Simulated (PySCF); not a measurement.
# C3H9As: the cost of one run

The runs use PySCF 2.14.0; levels as typed in each script, gas phase, geometry from GFN2-xTB.

### 1 Starting geometry

SMILES `C[As](C)C`, 13 atoms, charge 0, spin multiplicity 1.

Bond lengths: C1–As2 1.975 Å, C1–H5 1.089 Å, C1–H6 1.089 Å, C1–H7 1.089 Å, As2–C3 1.975 Å, As2–C4 1.974 Å, C3–H8 1.089 Å, C3–H9 1.090 Å, C3–H10 1.089 Å, C4–H11 1.089 Å, C4–H12 1.089 Å, C4–H13 1.089 Å. Angles: As2–C1–H5 110.8°, As2–C1–H6 110.3°, As2–C1–H7 110.3°, H5–C1–H6 108.7°, H5–C1–H7 108.7°, H6–C1–H7 108.0°, C1–As2–C3 96.4°, C1–As2–C4 96.5°, C3–As2–C4 96.5°, As2–C3–H8 110.8°, As2–C3–H9 110.2°, As2–C3–H10 110.3°, H8–C3–H9 108.9°, H8–C3–H10 108.7°, H9–C3–H10 108.0°, As2–C4–H11 110.8°, As2–C4–H12 110.3°, As2–C4–H13 110.3° and more.

Coordinates:

| atom | x (Å) | y (Å) | z (Å) |
| --- | --- | --- | --- |
| C1 | 0.6053 | -1.5894 | 0.5226 |
| As2 | -0.0005 | 0.0005 | -0.4801 |
| C3 | 1.0752 | 1.3171 | 0.5242 |
| C4 | -1.6786 | 0.2706 | 0.5248 |
| H5 | 0.5420 | -1.4165 | 1.5959 |
| H6 | 1.6369 | -1.8260 | 0.2683 |
| H7 | -0.0105 | -2.4521 | 0.2705 |
| H8 | 0.9604 | 1.1718 | 1.5973 |
| H9 | 0.7630 | 2.3304 | 0.2701 |
| H10 | 2.1289 | 1.2168 | 0.2700 |
| H11 | -1.4958 | 0.2391 | 1.5978 |
| H12 | -2.1184 | 1.2347 | 0.2725 |
| H13 | -2.3996 | -0.5047 | 0.2716 |

### 2 Localised orbitals (B3LYP/def2-tzvp)

The input, input.py:

```python
import numpy as np
from pyscf import gto, scf, dft, lo
from pyscf.data.elements import chemcore

def solve(mol, dm0=None, hcore=None):
    mf = (dft.UKS if mol.spin else dft.RKS)(mol, xc='b3lyp')
    mf.grids.level = 3
    mf = mf.density_fit(auxbasis='def2-universal-jkfit')
    mf.conv_tol, mf.max_cycle = 1e-8, 80
    if hcore is not None:
        mf.get_hcore = lambda *args: hcore
    mf.kernel(dm0)
    if not mf.converged:
        mf = mf.newton().run(mf.mo_coeff, mf.mo_occ, max_cycle=30)
    assert mf.converged, 'SCF not converged'
    return mf

mol = gto.M(atom='''
C      0.60526    -1.58941     0.52264
As    -0.00054     0.00051    -0.48012
C      1.07516     1.31710     0.52421
C     -1.67859     0.27056     0.52480
H      0.54197    -1.41648     1.59593
H      1.63693    -1.82597     0.26832
H     -0.01048    -2.45206     0.27045
H      0.96042     1.17179     1.59733
H      0.76295     2.33045     0.27014
H      2.12886     1.21679     0.26997
H     -1.49577     0.23911     1.59785
H     -2.11842     1.23474     0.27253
H     -2.39963    -0.50465     0.27158
''', basis='def2-tzvp', charge=0, spin=0, verbose=4)
mf = solve(mol)
occ_all = mf.mo_coeff[:, mf.mo_occ > 0]
occ = occ_all[:, chemcore(mol):]
pm = lo.PM(mol, occ, pop_method='meta_lowdin')
loc = pm.kernel()
for _ in range(5):
    new, stable = pm.stability_jacobi(return_status=True)
    if stable:
        break
    loc = pm.kernel(new)
fock, s = mf.get_fock(), mf.get_ovlp()
ortho = lo.orth_ao(mol, 'meta_lowdin')
labels = mol.ao_labels(fmt=None)
vir = loc[:, :0]
both = np.hstack([loc, vir])
p = (ortho.T @ s @ both) ** 2
pop = np.array([p[[l[0] == a for l in labels]].sum(0) for a in range(mol.natm)])
spd = np.array([[p[[l[0] == a and l[2][-1] == k for l in labels]].sum(0) for k in 'spd'] for a in range(mol.natm)])
eps = np.einsum('pi,pq,qi->i', both, fock, both)
for i in np.argsort(eps):
    top = np.argsort(-pop[:, i])[:3]
    print('%3d %s %9.4f Eh ' % (i + 1, 'occ' if i < loc.shape[1] else 'vir', eps[i]), '  '.join('%s%d %.3f' % (mol.atom_symbol(a), a + 1, pop[a, i]) for a in top))
np.savez('result.npz', c=both, nocc=loc.shape[1], pop=pop, spd=spd, eps=eps, e=mf.e_tot)
```

Launch:

```bash
$ OMP_NUM_THREADS=1 python input.py
```

What time and memory should one allow on 1 thread of Intel Xeon Platinum 8488C (Sapphire Rapids), shared host?

About 18 s, with a peak of 0.77 GiB.
